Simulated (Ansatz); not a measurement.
# TiC (triplet): wave-function methods side by side, def2-QZVPP

One table from this session's results is given with a row withheld; the runs are named, their logs left out.

The runs use Ansatz 0.2.0, Gaussian basis; def2-QZVPP, core rule «outside noble gas», up to 10 orbitals frozen.

To be run: UHF; ROHF; CCSD(T) on UHF.

2 further runs of the same task are left out: 2 set aside as unsound or not needed.

## The geometry

The geometry is a PBE0/def2-TZVP stationary point (not a proven minimum) of the parent state, kept for this charge and spin.

2 atoms, charge 0, spin multiplicity 3.

Atoms are counted from 1 here; the program's logs count them from 0.

Bond lengths: Ti1–C2 1.579 Å.

The first run:

Contents of in.yaml:

```yaml
crystal:
  periodic: [false, false, false]
  atoms:
    - {symbol: Ti, position_ang: [0.000000, 0.000000, 0.000000]}
    - {symbol: C, position_ang: [0.000000, 0.000000, 1.578870]}
basis:
  gaussian: {orbitals: "def2-QZVPP.json"}
magnetization: {spin_polarized: true, initial_magnetization: 2}
hamiltonian: {xc: hf}
output: {orbitals: {seedname: orbitals}}
```

The run is started by

```console
$ ansatz run in.yaml --threads 1 --pin off --events-out ev --progress --plain --max-ram 4096MiB --backend cpu
```

Steps of the session up to this table: UHF; ROHF; CCSD(T) on UHF.

One table of the session follows, with a row left open; its other results are not shown here.

```
  method  from UCCSD(T) (meV)
    ROHF                    ?
     UHF              +7771.2
    UMP2              +1859.7
   UCCSD               +567.5
UCCSD(T)                    0
```

**Question.** Estimate the row for ROHF.

The run gave: from UCCSD(T) (meV): +8333.7. In the column «from UCCSD(T) (meV)» it is the highest.

The program flags UCCSD(T) as in doubt (see the logs), so the zero of the table is itself unsure.

Caveats from the session: The determinant is far from a pure spin state, so its energy mixes those of several spin states (harmless only where they are near-degenerate, as at dissociation). The program flags UCCSD(T) as in doubt, so the zero of the table is itself unsure. Warnings: spin contamination; coupled cluster took another determinant than the lowest.
